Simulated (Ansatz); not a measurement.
# EuAl4RhSi2: how the settings move a calculation

Aim: see which settings change the result for EuAl4RhSi2, by how much, and at what cost.

Method: reference: DFT r2SCAN, scalar-relativistic, plane waves, PAW, in Ansatz 0.2.0.

**1. The starting structure**

Symmetry: P4/mmm, No. 123, tetragonal system. The conventional cell has a = 4.190 Å, b = 4.190 Å, c = 8.317 Å, α = 90.00°, β = 90.00°, γ = 90.00°. Around Eu (site symmetry 4/mmm) lie 8 Si at 3.19 Å and 8 Al at 3.47 Å. Al (site symmetry 2mm) has 2 Rh at 2.52 Å and 2 Si at 2.62 Å and 1 Al at 2.79 Å in its first shell of neighbours. Around Si (site symmetry 4mm) lie 1 Si at 2.37 Å and 4 Al at 2.62 Å and 4 Eu at 3.19 Å. Rh (site symmetry 4/mmm) has 8 Al at 2.52 Å in its first shell of neighbours.

Structure file:

```xyz
8
Lattice="4.1899 0.0000 0.0000 0.0000 4.1899 0.0000 0.0000 0.0000 8.3165" Properties=species:S:1:pos:R:3 pbc="T T T"
Eu    0.0000    0.0000    4.1583
Al    0.0000    2.0949    1.3972
Al    2.0949    0.0000    1.3972
Al    0.0000    2.0949    6.9194
Al    2.0949    0.0000    6.9194
Si    2.0949    2.0949    2.9723
Si    2.0949    2.0949    5.3442
Rh    0.0000    0.0000    0.0000
```

**2. The reference run**

The input, input.yaml:

```yaml
crystal:
  lattice:
    - [4.18987413, 0.0, 0.0]
    - [0.0, 4.18987413, 0.0]
    - [0.0, 0.0, 8.31653894]
  atoms:
    - { symbol: Eu, position: [0.0, 0.0, 0.5], spin: 7.47 }
    - { symbol: Al, position: [0.0, 0.5, 0.168] }
    - { symbol: Al, position: [0.5, 0.0, 0.168] }
    - { symbol: Al, position: [0.0, 0.5, 0.832] }
    - { symbol: Al, position: [0.5, 0.0, 0.832] }
    - { symbol: Si, position: [0.5, 0.5, 0.3574] }
    - { symbol: Si, position: [0.5, 0.5, 0.6426] }
    - { symbol: Rh, position: [0.0, 0.0, 0.0] }
basis:
  ecutwfc: 500
kpoints:
  mp_grid: { grid: [8, 8, 4] }
hamiltonian:
  xc: r2scan
scf:
  occupations: { method: gaussian, width: 0.05 }
  lower_state_search: "off"
output:
  forces: true
  stress: true
  eigenvalues: true
  populations: true
  hubbard: { sites: [{ species: Eu, l: f }] }
  write_density: true
  write_potential: true
  elf: true
  volumetric_format: npy
magnetization:
  spin_polarized: true
relax:
  adjacent_minimum: "off"
  f_tol: 0.005
  max_steps: 80
  cell: { stress_tol: 0.05 }
```

Command:

```sh
$ ansatz run input.yaml --threads 8 --pin off --max-ram 14336MiB --backend cpu --events-out ev --progress --plain --runs-dir out
```

**3. Changing settings: mp_grid.grid [3, 3, 1], xc revpbe, chi_scale 0.0, ecutwfc left out**

The input, input.yaml:

```yaml
crystal:
  lattice:
    - [4.173990365, 0.0, 0.0]
    - [0.0, 4.173990365, 0.0]
    - [0.0, 0.0, 8.2185894357]
  atoms:
    - { symbol: Eu, position: [0.0, 0.0, 0.5], spin: 7.47 }
    - { symbol: Al, position: [0.0, 0.5, 0.1677040506] }
    - { symbol: Al, position: [0.5, 0.0, 0.1677040506] }
    - { symbol: Al, position: [0.0, 0.5, 0.8322959494] }
    - { symbol: Al, position: [0.5, 0.0, 0.8322959494] }
    - { symbol: Si, position: [0.5, 0.5, 0.357567299] }
    - { symbol: Si, position: [0.5, 0.5, 0.642432701] }
    - { symbol: Rh, position: [0.0, 0.0, 0.0] }
kpoints:
  mp_grid: { grid: [3, 3, 1] }
hamiltonian:
  xc: revpbe
scf:
  occupations: { method: gaussian, width: 0.05 }
  lower_state_search: "off"
  initial_density: { chi_scale: 0.0 }
output:
  forces: true
  eigenvalues: true
  stress: true
magnetization:
  spin_polarized: true
```

Before running it: what results should come out? Wanted: for each run, ending; energy change; pressure; gap; abs. moment; force.

**Answer**, as computed:

| run | ending | energy change | pressure (GPa) | gap (eV) | abs. moment (μB) | force (eV/Å) | cycles | time |
| --- | --- | --- | --- | --- | --- | --- | --- | --- |
| reference | converged | - | 0.0 | 0.00 | 7.19 | 0.00 | - | 45 s |
| 1: mp_grid.grid [3, 3, 1], xc revpbe, chi_scale 0.0, ecutwfc left out | converged | not comparable | 4.3 | 0.00 | 7.17 | 0.59 | 17 | 1 s |

Times don't compare one to one where runs were asked for different outputs or read a saved state (see the inputs); cycles may leave out searches for a lower state.

**Reading.** Total energies don't compare across a change of functional; the pressure goes from 0.0 to 4.3 GPa and the largest force goes from 0.00 to 0.59 eV/Å. The k-point mesh and cutoff changed too.
